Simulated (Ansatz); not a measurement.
# ZrBrF₃: a ladder of functionals and wavefunction methods

An exercise on one series of results from a longer session: the logs are not shown, and one member is left open.

Method: functionals in def2-TZVPP, the program's frozen cores in correlated methods; program: Ansatz 0.2.0, Gaussian basis.

Levels to be run: LDA (SPW92), PBE-D4, revPBE-D4, BLYP-D4, r2SCAN-D4, B97M-V, PBE0-D4, B3LYP-D4, r2SCANh-D4, r2SCAN0-D4, HSE06-D4, BHLYP-D4, CAM-B3LYP-D4, LC-ωPBE, ωB97X-V, ωB97M-V, B2PLYP, PBE-QIDH; CCSD(T)/def2-SVP; CCSD(T)/def2-TZVPP; MP2/def2-QZVPP; extrapolation to the limit; RPA on PBE.

### The relaxed structure

An earlier PBE0-D4 in a triple-zeta def2 set relaxation fixed the geometry. Zr takes the def2 core potential; no spin-orbit term is included.

SMILES `[F][Zr]([F])([F])[Br]`, 5 atoms, charge 0, spin multiplicity 1.

Atoms are counted from 1 here; the program's logs count them from 0.

Bond lengths: F1–Zr2 1.886 Å, Zr2–F3 1.886 Å, Zr2–F4 1.886 Å, Zr2–Br5 2.497 Å. Angles: F1–Zr2–F3 108.9°, F1–Zr2–F4 108.9°, F1–Zr2–Br5 110.0°, F3–Zr2–F4 108.9°, F3–Zr2–Br5 110.0°, F4–Zr2–Br5 110.0°.

Set-up of the first run:

in.yaml reads:

```yaml
crystal:
  periodic: [false, false, false]
  atoms:
    - {symbol: F, position_ang: [-0.833463, -0.376914, 1.686002]}
    - {symbol: Zr, position_ang: [0.009752, -0.123398, 0.018412]}
    - {symbol: F, position_ang: [1.779598, -0.765728, 0.124450]}
    - {symbol: F, position_ang: [-0.920618, -1.108644, -1.293033]}
    - {symbol: Br, position_ang: [0.014531, 2.301085, -0.577332]}
basis:
  gaussian: {orbitals: def2-TZVPP}
hamiltonian: {xc: lda}
output: {orbitals: {seedname: orbitals}}
```

Launch:

```sh
$ ansatz run in.yaml --threads 4 --pin off --events-out ev --progress --plain --max-ram 10444MiB
```

Steps of the session up to this table: LDA; PBE-D4 (GGA); revPBE-D4 (GGA); BLYP-D4 (GGA); r2SCAN-D4 (meta-GGA); B97M-V (meta-GGA); B3LYP-D4 (hybrid); r2SCANh-D4 (hybrid); r2SCAN0-D4 (hybrid); HSE06-D4 (hybrid); BHLYP-D4 (hybrid); CAM-B3LYP-D4 (range-separated); LC-ωPBE (range-separated); ωB97X-V (range-separated); ωB97M-V (range-separated); B2PLYP (double hybrid); PBE-QIDH (double hybrid).

One table of the session follows, with a row left open; its other results are not shown here.

It belongs to the step «Orbital energies across the functionals». 

| functional | HOMO (eV) | LUMO (eV) | gap (eV) |
| --- | --- | --- | --- |
| LDA (SPW92) | -8.14 | -2.94 | 5.19 |
| PBE-D4 | -7.93 | -2.65 | 5.27 |
| revPBE-D4 | -7.85 | -2.55 | 5.30 |
| BLYP-D4 | -7.76 | -2.55 | 5.21 |
| r2SCAN-D4 | -8.28 | -2.50 | 5.78 |
| B97M-V | -8.32 | -2.44 | 5.88 |
| PBE0-D4 | -9.25 | -1.83 | 7.42 |
| B3LYP-D4 | ? | ? | ? |
| r2SCANh-D4 | -8.77 | -2.20 | 6.57 |
| r2SCAN0-D4 | -9.49 | -1.73 | 7.77 |
| HSE06-D4 | -8.85 | -2.21 | 6.64 |
| BHLYP-D4 | -10.41 | -0.85 | 9.55 |
| CAM-B3LYP-D4 | -10.56 | -0.71 | 9.85 |
| LC-ωPBE | -11.92 | 0.55 | 12.47 |
| ωB97X-V | -11.57 | 0.45 | 12.01 |
| ωB97M-V | -11.44 | 0.30 | 11.74 |

**Question.** Estimate the row for B3LYP-D4.

Worked estimate for «HOMO (eV)». Against the share of exact exchange, BLYP-D4 (0, -7.76), BHLYP-D4 (0.5, -10.41) give a slope of -5.30 per unit share; at 0.2 the line stands at -8.82.

As computed: HOMO (eV): -8.98; LUMO (eV): -2.07; gap (eV): 6.91. In «HOMO (eV)» the line misses by +0.16.
